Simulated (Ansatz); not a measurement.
# C2H7NSi: a ladder of functionals and wavefunction methods

The task here is to estimate one member of a computed series from the others.

The runs use Ansatz 0.2.0, Gaussian basis; functionals in def2-TZVPP, the program's frozen cores in correlated methods.

The runs, in order: LDA (SPW92), PBE-D4, revPBE-D4, BLYP-D4, r2SCAN-D4, B97M-V, PBE0-D4, B3LYP-D4, r2SCANh-D4, r2SCAN0-D4, HSE06-D4, BHLYP-D4, CAM-B3LYP-D4, LC-ωPBE, ωB97X-V, ωB97M-V, B2PLYP, PBE-QIDH; CCSD(T)/def2-SVP; CCSD(T)/def2-TZVPP; MP2/def2-QZVPP; extrapolation to the limit; RPA on PBE.

### The geometry

All runs share one geometry, relaxed beforehand with PBE0-D4 in a triple-zeta def2 set.

SMILES `C1C[SiH2]N1`, 11 atoms, charge 0, spin multiplicity 1.

Atoms are counted from 1 here; the program's logs count them from 0.

Bond lengths: C1–C2 1.554 Å, C1–N4 1.466 Å, C1–H5 1.097 Å, C1–H6 1.096 Å, C2–Si3 1.883 Å, C2–H7 1.089 Å, C2–H8 1.090 Å, Si3–N4 1.715 Å, Si3–H9 1.495 Å, Si3–H10 1.492 Å, N4–H11 1.003 Å. Angles: C2–C1–N4 98.7°, C2–C1–H5 111.4°, C2–C1–H6 112.9°, N4–C1–H5 113.2°, N4–C1–H6 112.8°, H5–C1–H6 107.9°, C1–C2–Si3 86.1°, C1–C2–H7 114.2°, C1–C2–H8 113.1°, Si3–C2–H7 117.6°, Si3–C2–H8 115.5°, H7–C2–H8 108.9°, C2–Si3–N4 79.0°, C2–Si3–H9 116.8°, C2–Si3–H10 119.5°, N4–Si3–H9 117.8°, N4–Si3–H10 116.7°, H9–Si3–H10 106.0° and more.

Set-up of the first run:

in.yaml

```yaml
crystal:
  periodic: [false, false, false]
  atoms:
    - {symbol: C, position_ang: [-0.842732, 0.047988, -0.700582]}
    - {symbol: C, position_ang: [0.093795, -1.076430, -0.177453]}
    - {symbol: Si, position_ang: [0.926415, 0.268765, 0.843798]}
    - {symbol: N, position_ang: [-0.392312, 1.135693, 0.172636]}
    - {symbol: H, position_ang: [-0.670253, 0.249775, -1.764931]}
    - {symbol: H, position_ang: [-1.905519, -0.187487, -0.571066]}
    - {symbol: H, position_ang: [0.685255, -1.560641, -0.952899]}
    - {symbol: H, position_ang: [-0.432621, -1.840399, 0.394088]}
    - {symbol: H, position_ang: [2.306376, 0.670974, 0.431679]}
    - {symbol: H, position_ang: [0.960837, 0.146168, 2.330052]}
    - {symbol: H, position_ang: [-0.664040, 2.088694, 0.015380]}
basis:
  gaussian: {orbitals: def2-TZVPP}
hamiltonian: {xc: lda}
output: {orbitals: {seedname: orbitals}}
```

Launch:

```console
$ ansatz run in.yaml --threads 2 --pin off --events-out ev --progress --plain --max-ram 4352MiB
```

Steps of the session up to this table: LDA; PBE-D4 (GGA); revPBE-D4 (GGA); BLYP-D4 (GGA); r2SCAN-D4 (meta-GGA); B97M-V (meta-GGA); PBE0-D4 (hybrid); B3LYP-D4 (hybrid); r2SCANh-D4 (hybrid); r2SCAN0-D4 (hybrid); HSE06-D4 (hybrid); BHLYP-D4 (hybrid); CAM-B3LYP-D4 (range-separated); LC-ωPBE (range-separated); ωB97X-V (range-separated); ωB97M-V (range-separated); B2PLYP (double hybrid); PBE-QIDH (double hybrid).

One of the session's tables, all rows but one given; the rest of the session is left out.

It belongs to the step «Orbital energies across the functionals». 

```
  functional  HOMO (eV)  gap (eV)
 LDA (SPW92)      -5.35      4.48
      PBE-D4      -5.26      4.59
   revPBE-D4      -5.22      4.64
     BLYP-D4          ?         ?
   r2SCAN-D4      -5.51      5.26
      B97M-V      -5.67      5.18
     PBE0-D4      -6.60      6.78
    B3LYP-D4      -6.39      6.33
  r2SCANh-D4      -6.02      6.05
  r2SCAN0-D4      -6.78      7.22
    HSE06-D4      -6.20      6.01
    BHLYP-D4      -7.89      8.86
CAM-B3LYP-D4      -8.00      9.10
     LC-ωPBE      -9.36     11.66
     ωB97X-V      -9.02     11.15
     ωB97M-V      -8.93     10.68
```

Q: Estimate the row for BLYP-D4 from the others.

Worked estimate for «HOMO (eV)». Against the share of exact exchange, B3LYP-D4 (0.2, -6.39), BHLYP-D4 (0.5, -7.89) give a slope of -5.00 per unit share; at 0 the line stands at -5.39.

**Answer.** HOMO (eV): -5.15; gap (eV): 4.59. In «HOMO (eV)» the line misses by -0.24.
